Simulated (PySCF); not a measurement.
**B: dipole response in x2c-TZVPPall plus 1 even-tempered diffuse shell per l**

Aim: the static polarisability and the C₆ coefficient of B, method by method.

Program: PySCF 2.14.0. Level of theory: unrestricted determinants in a Gaussian basis, no spin-orbit coupling in the energies. These are calculated values, not measurements, unless marked.

**1. Starting point**

```
Element     : boron (Z = 5)
Basis       : x2c-TZVPPall with one added diffuse shell each of s, p, d type (6s4p3d1f, 40 functions)
Hamiltonian : scalar relativity by spin-free X2C-1e
State 1     : B: [He] 2s2 2p1, 2P determinant
Methods     : UHF, PBE, PBE0, PBEsol, revPBE
```

The outer shells:

B [He] 2s2 2p1
```
[He] core
2s [↑↓]
2p [↑ ][  ][  ]
```

The runs were made by one driver on top of PySCF. The scripts below sum up each run's settings (the driver also hands on starting orbitals that pick excited configurations, and frozen orbitals as a list rather than a count), and the logs come from the driver's own runs. The driver starts from symmetry-adapted Hartree-Fock orbitals, holds the occupation by maximum overlap and uses a logarithmic radial grid for functionals, so a plain start would take other cycles.

The integrals over 40 functions and the set-up took 0.14 s of CPU time.

**2. B, method by method**

UHF:

input.py

```python
from pyscf import gto, scf, dft, mp, cc
import basis_set_exchange as bse
mol = gto.M(atom="B 0 0 0", charge=0, spin=1, symmetry="D2h",
            basis=gto.basis.parse(bse.get_basis("x2c-TZVPPall", elements=["B"], fmt="nwchem", augment_diffuse=1)),
            nucmod="G")
mf = scf.UHF(mol).sfx2c1e()
mf.irrep_nelec = {'Ag': (2, 2), 'B2u': (1, 0)}
mf.kernel()
```

What it wrote:

```text
damping factor = 0
level_shift factor = 0
DIIS = <class 'pyscf.scf.diis.CDIIS'>
diis_start_cycle = 1
diis_space = 10
diis_damp = 0
SCF conv_tol = 1e-09
SCF conv_tol_grad = None
number electrons alpha = 3  beta = 2
cycle= 1 E= -24.5386051223374  delta_E= -0.00327  |g|= 0.0204  |ddm|= 0.0362
cycle= 2 E= -24.5390416014451  delta_E= -0.000436  |g|= 0.00755  |ddm|= 0.0143
cycle= 3 E= -24.5391172514498  delta_E= -7.57e-05  |g|= 0.000475  |ddm|= 0.00927
cycle= 4 E= -24.5391177895527  delta_E= -5.38e-07  |g|= 0.000157  |ddm|= 0.00121
cycle= 5 E= -24.5391178664301  delta_E= -7.69e-08  |g|= 3.43e-05  |ddm|= 0.000611
cycle= 6 E= -24.539117869166  delta_E= -2.74e-09  |g|= 4.97e-06  |ddm|= 0.000128
cycle= 7 E= -24.5391178692091  delta_E= -4.3e-11  |g|= 8.08e-07  |ddm|= 1.55e-05
converged SCF energy = -24.5391178692091  <S^2> = 0.76122861  2S+1 = 2.0111973
```

It used 0.84 s of CPU time after the integrals (shared host).

The occupied shells:

| shell | electrons | mean orbital energy (eV) | spread (eV) | rms radius (bohr) |
| --- | --- | --- | --- | --- |
| 1s α | 1 | -209.61 | 0 | 0.379 |
| 1s β | 1 | -209.20 | 0 | 0.379 |
| 2s α | 1 | -14.839 | 0 | 2.18 |
| 2s β | 1 | -12.145 | 0 | 2.18 |
| 2p α | 1 | -8.671 | 0 | 2.45 |

⟨S²⟩ = 0.761, ⟨L²⟩ = 2.03.

The driver then solved the coupled dipole response at imaginary frequencies: mean α = 22.07 bohr³ (xx, yy, zz: 20.37, 25.46, 20.37), C₆ = 105.3 au for a like pair.

PBE:

Changes to input.py:

```diff
@@ -5,3 +5,3 @@
             nucmod="G")
-mf = scf.UHF(mol).sfx2c1e()
+mf = dft.UKS(mol, xc="PBE").sfx2c1e()
 mf.irrep_nelec = {'Ag': (2, 2), 'B2u': (1, 0)}
```

What it wrote:

```text
damping factor = 0
level_shift factor = 0
DIIS = <class 'pyscf.scf.diis.CDIIS'>
diis_start_cycle = 1
diis_space = 10
diis_damp = 0
SCF conv_tol = 1e-09
SCF conv_tol_grad = None
number electrons alpha = 3  beta = 2
XC functionals = PBE
    J. P. Perdew, K. Burke, and M. Ernzerhof.,  Phys. Rev. Lett. 77, 3865 (1996)
    J. P. Perdew, K. Burke, and M. Ernzerhof.,  Phys. Rev. Lett. 78, 1396 (1997)
    J. P. Perdew, K. Burke, and M. Ernzerhof.,  Phys. Rev. Lett. 77, 3865 (1996)
    J. P. Perdew, K. Burke, and M. Ernzerhof.,  Phys. Rev. Lett. 78, 1396 (1997)
cycle= 1 E= -24.6171630825381  delta_E= -0.0033  |g|= 0.00766  |ddm|= 0.0917
cycle= 2 E= -24.6172106817757  delta_E= -4.76e-05  |g|= 0.0024  |ddm|= 0.012
cycle= 3 E= -24.6172160320968  delta_E= -5.35e-06  |g|= 0.00101  |ddm|= 0.00569
cycle= 4 E= -24.6172169567051  delta_E= -9.25e-07  |g|= 5.05e-05  |ddm|= 0.00155
cycle= 5 E= -24.6172169591594  delta_E= -2.45e-09  |g|= 1.47e-06  |ddm|= 8.12e-05
cycle= 6 E= -24.6172169591633  delta_E= -3.97e-12  |g|= 1.71e-07  |ddm|= 4.17e-06
converged SCF energy = -24.6172169591633  <S^2> = 0.7532996  2S+1 = 2.0032969
```

CPU time 0.99 s on a shared host, the integrals not counted.

The driver then solved the coupled dipole response at imaginary frequencies: mean α = 23.59 bohr³ (xx, yy, zz: 20.67, 29.43, 20.67), C₆ = 116.1 au for a like pair.

PBE0:

Changes to input.py:

```diff
@@ -5,3 +5,3 @@
             nucmod="G")
-mf = dft.UKS(mol, xc="PBE").sfx2c1e()
+mf = dft.UKS(mol, xc="PBE0").sfx2c1e()
 mf.irrep_nelec = {'Ag': (2, 2), 'B2u': (1, 0)}
```

What it wrote:

```text
damping factor = 0
level_shift factor = 0
DIIS = <class 'pyscf.scf.diis.CDIIS'>
diis_start_cycle = 1
diis_space = 10
diis_damp = 0
SCF conv_tol = 1e-09
SCF conv_tol_grad = None
number electrons alpha = 3  beta = 2
XC functionals = PBE0
    C. Adamo and V. Barone.,  J. Chem. Phys. 110, 6158 (1999)
    M. Ernzerhof and G. E. Scuseria.,  J. Chem. Phys. 110, 5029 (1999)
cycle= 1 E= -24.6251895817497  delta_E= -0.00259  |g|= 0.00906  |ddm|= 0.0729
cycle= 2 E= -24.6252752743263  delta_E= -8.57e-05  |g|= 0.00202  |ddm|= 0.0102
cycle= 3 E= -24.625279768359  delta_E= -4.49e-06  |g|= 0.000472  |ddm|= 0.00323
cycle= 4 E= -24.6252799334793  delta_E= -1.65e-07  |g|= 2.17e-05  |ddm|= 0.000665
cycle= 5 E= -24.6252799340646  delta_E= -5.85e-10  |g|= 2.15e-06  |ddm|= 4.65e-05
converged SCF energy = -24.6252799340646  <S^2> = 0.75431483  2S+1 = 2.0043102
```

CPU time 1.4 s on a shared host, the integrals not counted.

The driver then solved the coupled dipole response at imaginary frequencies: mean α = 22.48 bohr³ (xx, yy, zz: 20.08, 27.28, 20.08), C₆ = 109.5 au for a like pair.

PBEsol:

Changes to input.py:

```diff
@@ -5,3 +5,3 @@
             nucmod="G")
-mf = dft.UKS(mol, xc="PBE0").sfx2c1e()
+mf = dft.UKS(mol, xc="PBEsol").sfx2c1e()
 mf.irrep_nelec = {'Ag': (2, 2), 'B2u': (1, 0)}
```

What it wrote:

```text
damping factor = 0
level_shift factor = 0
DIIS = <class 'pyscf.scf.diis.CDIIS'>
diis_start_cycle = 1
diis_space = 10
diis_damp = 0
SCF conv_tol = 1e-09
SCF conv_tol_grad = None
number electrons alpha = 3  beta = 2
XC functionals = PBEsol
    J. P. Perdew, A. Ruzsinszky, G. I. Csonka, O. A. Vydrov, G. E. Scuseria, L. A. Constantin, X. Zhou, and K. Burke.,  Phys. Rev. Lett. 100, 136406 (2008)
    J. P. Perdew, A. Ruzsinszky, G. I. Csonka, O. A. Vydrov, G. E. Scuseria, L. A. Constantin, X. Zhou, and K. Burke.,  Phys. Rev. Lett. 100, 136406 (2008)
cycle= 1 E= -24.4824697799509  delta_E= -0.00321  |g|= 0.0105  |ddm|= 0.0993
cycle= 2 E= -24.4824968612165  delta_E= -2.71e-05  |g|= 0.00128  |ddm|= 0.00553
cycle= 3 E= -24.4824974217317  delta_E= -5.61e-07  |g|= 0.000182  |ddm|= 0.000807
cycle= 4 E= -24.4824974491402  delta_E= -2.74e-08  |g|= 6.01e-05  |ddm|= 0.000321
cycle= 5 E= -24.4824974526777  delta_E= -3.54e-09  |g|= 9.69e-07  |ddm|= 0.000103
cycle= 6 E= -24.4824974526794  delta_E= -1.72e-12  |g|= 1.43e-07  |ddm|= 2.93e-06
converged SCF energy = -24.4824974526794  <S^2> = 0.75271954  2S+1 = 2.0027177
```

CPU time 1.1 s on a shared host, the integrals not counted.

The driver then solved the coupled dipole response at imaginary frequencies: mean α = 23.90 bohr³ (xx, yy, zz: 20.87, 29.94, 20.87), C₆ = 118.5 au for a like pair.

revPBE:

Changes to input.py:

```diff
@@ -5,3 +5,3 @@
             nucmod="G")
-mf = dft.UKS(mol, xc="PBEsol").sfx2c1e()
+mf = dft.UKS(mol, xc="PBE_R,PBE").sfx2c1e()
 mf.irrep_nelec = {'Ag': (2, 2), 'B2u': (1, 0)}
```

What it wrote:

```text
damping factor = 0
level_shift factor = 0
DIIS = <class 'pyscf.scf.diis.CDIIS'>
diis_start_cycle = 1
diis_space = 10
diis_damp = 0
SCF conv_tol = 1e-09
SCF conv_tol_grad = None
number electrons alpha = 3  beta = 2
XC functionals = PBE_R,PBE
    Y. Zhang and W. Yang.,  Phys. Rev. Lett. 80, 890 (1998)
    J. P. Perdew, K. Burke, and M. Ernzerhof.,  Phys. Rev. Lett. 77, 3865 (1996)
    J. P. Perdew, K. Burke, and M. Ernzerhof.,  Phys. Rev. Lett. 78, 1396 (1997)
cycle= 1 E= -24.6599887932466  delta_E= -0.00308  |g|= 0.00772  |ddm|= 0.0953
cycle= 2 E= -24.660041460931  delta_E= -5.27e-05  |g|= 0.0023  |ddm|= 0.0115
cycle= 3 E= -24.6600461795293  delta_E= -4.72e-06  |g|= 0.000958  |ddm|= 0.00523
cycle= 4 E= -24.6600470500927  delta_E= -8.71e-07  |g|= 1.75e-05  |ddm|= 0.00156
cycle= 5 E= -24.6600470504232  delta_E= -3.3e-10  |g|= 1.77e-06  |ddm|= 3.52e-05
converged SCF energy = -24.6600470504232  <S^2> = 0.7536907  2S+1 = 2.0036873
```

It used 1 s of CPU time after the integrals (shared host).

The driver then solved the coupled dipole response at imaginary frequencies: mean α = 23.58 bohr³ (xx, yy, zz: 20.64, 29.46, 20.64), C₆ = 116.2 au for a like pair.

Radial density 4πr²ρ of B at UHF:

| r (bohr) | density | spin density |
| --- | --- | --- |
| 0.00489 | 0.0210 | 0.000 |
| 0.00823 | 0.0575 | 0.000 |
| 0.0138 | 0.152 | 0.000 |
| 0.0233 | 0.391 | 0.000 |
| 0.0392 | 0.942 | 0.000 |
| 0.0659 | 2.05 | 0.001 |
| 0.111 | 3.72 | 0.002 |
| 0.186 | 5.06 | 0.007 |
| 0.313 | 4.28 | 0.028 |
| 0.527 | 1.78 | 0.104 |
| 0.887 | 0.967 | 0.283 |
| 1.49 | 1.47 | 0.435 |
| 2.51 | 0.867 | 0.283 |
| 4.22 | 0.128 | 0.055 |
| 7.10 | 0.00303 | 0.002 |

**3. The response side by side**

B, in atomic units:

| method | mean α | C₆ (like pair) | S(−4) |
| --- | --- | --- | --- |
| UHF | 22.07 | 105.3 | 416.7 |
| PBE | 23.59 | 116.1 | 393.8 |
| PBE0 | 22.48 | 109.5 | 336.1 |
| PBEsol | 23.90 | 118.5 | 401.6 |
| revPBE | 23.58 | 116.2 | 394.3 |

Reference α: 20.5 ± 0.1 bohr³ (recommended; Schwerdtfeger and Nagle, table of static dipole polarizabilities (2023 update)). Published C₆: 99.50 (Chu and Dalgarno (2004); Tang, Norbeck and Certain (1976)).

α(iu) at revPBE:

| u (hartree) | α(iu) (bohr³) |
| --- | --- |
| 0 | 23.58 |
| 0.0500 | 22.65 |
| 0.100 | 20.42 |
| 0.200 | 15.15 |
| 0.300 | 10.92 |
| 0.500 | 6.045 |
| 0.750 | 3.376 |
| 1.00 | 2.138 |
| 1.50 | 1.075 |
| 2.00 | 0.6448 |
| 3.00 | 0.3077 |
| 5.00 | 0.1197 |

**4. Summary of results**

```
quantity                                                 value
  α of B  22.07 (UHF) to 23.90 (PBEsol) bohr³; reference 20.50
```

**Reading.** For B UHF is nearest the reference (+8 %). The basis is finite, and no extrapolation was made.
